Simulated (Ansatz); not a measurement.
**Ga5B: what a guessed cell relaxes into**

The task: take a trial cell of Ga5B to zero force and stress.

Computed with Ansatz 0.2.0 (DFT PBE, scalar-relativistic, plane waves, PAW, unless a step's input says otherwise).

## (1) The structure to begin with

It takes space group P6/mmm (No. 191, hexagonal). The conventional cell has a = 5.355 Å, b = 5.355 Å, c = 4.325 Å, α = 90.00°, β = 90.00°, γ = 120.00°. Ga (site symmetry -6m2) is surrounded by 9 Ga at 2.66 to 3.09 Å and 3 B at 3.09 Å. Ga (site symmetry mmm) has 8 Ga at 2.66 to 2.68 Å and 4 B at 3.44 Å in its first shell of neighbours. Around B (site symmetry 6/mmm) lie 18 Ga at 3.09 to 3.44 Å.

As a file:

```xyz
6
Lattice="5.3549 0.0000 0.0000 -2.6774 4.6375 0.0000 0.0000 0.0000 4.3248" Properties=species:S:1:pos:R:3 pbc="T T T"
Ga    2.6774    1.5458    0.0000
Ga    2.6774    0.0000    2.1624
Ga    1.3387    2.3187    2.1624
Ga   -1.3387    2.3187    2.1624
Ga    0.0000    3.0916    0.0000
B     0.0000    0.0000    0.0000
```

Recipe of the guess: species swapped into a database cell of SrPd5 (P6/mmm, No. 191), with B on the Sr sites and Ga on the Pd sites. The dimensions are guesses.

## (2) The guess as it stands, on a coarse mesh

input.yaml

```yaml
crystal:
  lattice:
    - [5.35489271, 0.0, 0.0]
    - [-2.67744636, 4.63747313, 0.0]
    - [0.0, 0.0, 4.32478652]
  atoms:
    - { symbol: Ga, position: [0.66666667, 0.33333333, 0.0] }
    - { symbol: Ga, position: [0.5, 0.0, 0.5] }
    - { symbol: Ga, position: [0.5, 0.5, 0.5] }
    - { symbol: Ga, position: [0.0, 0.5, 0.5] }
    - { symbol: Ga, position: [0.33333333, 0.66666667, 0.0] }
    - { symbol: B, position: [0.0, 0.0, 0.0] }
basis:
  ecutwfc: 420
kpoints:
  mp_grid: { grid: [6, 6, 4] }
hamiltonian:
  xc: pbe
scf:
  occupations: { method: gaussian, width: 0.1 }
  lower_state_search: "off"
output:
  forces: true
  stress: true
  eigenvalues: true
```

On the command line:

```bash
$ ansatz run input.yaml --threads 1 --pin off --max-ram 2560MiB --backend cpu --events-out ev --progress --plain --runs-dir out
```

Further runs follow: coarse relaxation; final relaxation.

Q: Predict the outcome of this session. Wanted: conventional cell; volume; energy over the elements; gap on the mesh.

The runs gave:

```
                              quantity                                                                       value
symmetry at the end (tolerance 0.05 Å)                                                space group P6/mmm (No. 191)
                     conventional cell  a = 5.108 Å, b = 5.108 Å, c = 5.153 Å, α = 90.00°, β = 90.00°, γ = 120.00°
                                volume                                                               19.41 Å³/atom
              energy over the elements                                                               +0.77 eV/atom
                       gap on the mesh                                                                none (metal)
```

**Reading.** The space group P6/mmm (No. 191) is kept, and the volume per atom grows by 8.4 % from the first guess. With a positive formation energy it can't be a ground state. No finished test with a distortion of lower symmetry is shown, so the end may be a saddle point.
